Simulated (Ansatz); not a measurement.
# AlClH₃OPSe: how energies converge with the basis set

The task here is to estimate one member of a computed series from the others.

Method: one geometry, several basis sets; program: Ansatz 0.2.0, Gaussian basis.

Levels to be run: PBE0-D4/def2-SVP; ωB97M-V/def2-SVP; PBE0-D4/def2-QZVPP; ωB97M-V/def2-QZVPP; the functionals' def2-TZVPP values are taken from earlier runs.

## The relaxed structure

All runs share one geometry, relaxed beforehand with PBE0-D4 in a triple-zeta def2 set.

SMILES `[Cl][AlH][O]P[SeH]`, 8 atoms, charge 0, spin multiplicity 1.

Atoms are counted from 1 here; the program's logs count them from 0.

Bond lengths: Cl1–Al2 2.104 Å, Al2–O3 1.768 Å, Al2–H6 1.571 Å, O3–P4 1.592 Å, P4–Se5 2.377 Å, P4–H7 1.436 Å, Se5–H8 1.471 Å. Angles: Cl1–Al2–O3 113.8°, Cl1–Al2–H6 120.5°, O3–Al2–H6 117.8°, Al2–O3–P4 112.9°, O3–P4–Se5 96.5°, O3–P4–H7 102.1°, Se5–P4–H7 90.0°, P4–Se5–H8 97.2°.

The first run:

in.yaml

```yaml
crystal:
  periodic: [false, false, false]
  atoms:
    - {symbol: Cl, position_ang: [-2.417261, 1.771262, 0.014834]}
    - {symbol: Al, position_ang: [-0.447169, 1.085382, 0.289097]}
    - {symbol: O, position_ang: [0.394360, 0.708436, -1.219464]}
    - {symbol: P, position_ang: [0.468726, -0.853980, -1.513355]}
    - {symbol: Se, position_ang: [-0.625082, -1.553011, 0.477983]}
    - {symbol: H, position_ang: [0.413931, 1.596036, 1.499846]}
    - {symbol: H, position_ang: [1.736978, -1.208912, -0.941599]}
    - {symbol: H, position_ang: [0.567616, -1.602412, 1.336856]}
basis:
  gaussian: {orbitals: def2-SVP}
hamiltonian: {xc: pbe0, dispersion: d4}
output: {orbitals: {seedname: orbitals}}
```

Started as:

```bash
ansatz run in.yaml --threads 4 --pin off --events-out ev --progress --plain --max-ram 10444MiB
```

Among the steps run: PBE0-D4 in def2-SVP; ωB97M-V in def2-SVP; PBE0-D4 in def2-QZVPP; ωB97M-V in def2-QZVPP.

One of the session's tables, all rows but one given; the rest of the session is left out.

It belongs to the step «Functionals by basis». 

```
functional       basis  HOMO (eV)  LUMO (eV)
   PBE0-D4    def2-SVP      -7.64      -1.70
   PBE0-D4  def2-TZVPP          ?          ?
   PBE0-D4  def2-QZVPP      -7.69      -1.83
   ωB97M-V    def2-SVP      -9.77       0.36
   ωB97M-V  def2-TZVPP      -9.83       0.16
   ωB97M-V  def2-QZVPP      -9.85       0.02
```

Q: Estimate the row for PBE0-D4, def2-TZVPP from the others.

As computed: HOMO (eV): -7.67; LUMO (eV): -1.77. In the column «HOMO (eV)» it lies between PBE0-D4, def2-QZVPP (-7.69) and PBE0-D4, def2-SVP (-7.64).
